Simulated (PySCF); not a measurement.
# C2H4SZn: the cost of one run

Computed with PySCF 2.14.0; each step states its level. No surroundings beyond the atoms listed, unless a continuum is named. Atoms count from 0, parts from 1.

## (1) The system as given

Each species was relaxed by itself at PBE0-D3(BJ)/def2-SVPD.

## (2) Reaction energy: wB97M-D3(BJ)/def2-TZVPD

Job settings and geometry (Å):

```
{"job": {"kind": "react", "xc": "wB97M-D3(BJ)", "basis": "def2-TZVPD"}, "charge": 0, "multiplicity": 1}
-1 H2SZn charge 0 multiplicity 1
S     -0.440980     1.427400     0.113240
Zn     0.068110    -0.609070    -0.514900
H     -0.039840     1.204020     1.386670
H      0.412710    -2.022360    -0.985020

-1 C2H2 charge 0 multiplicity 1
C      0.561690    -0.170530     0.139360
C     -0.563240     0.170570    -0.139500
H      1.561350    -0.473700     0.387140
H     -1.562890     0.473770    -0.387270

+1 C2H4SZn charge 0 multiplicity 1
C      0.874320     1.390600     0.487890
C     -0.347480     0.903800     0.230090
Zn    -0.720080    -0.950260    -0.105990
S     -1.150840    -3.065060    -0.481660
H      1.050760     2.457990     0.663360
H      1.765130     0.757480     0.539600
H     -1.167760     1.632490     0.202430
H     -0.304060    -3.127060    -1.535760
```

Level: wB97M-D3(BJ)/def2-TZVPD reaction energy of separated species, gas phase.

Started as:

```bash
OMP_NUM_THREADS=1 python cluster_run.py task.json out
```

The driver reads the jobs from task.json and runs them one after another.

**Question.** How long does this first job take on 1 thread of Arm Neoverse V1, shared host, and how much memory does it need?

About 20 s, with a peak of 0.77 GiB.
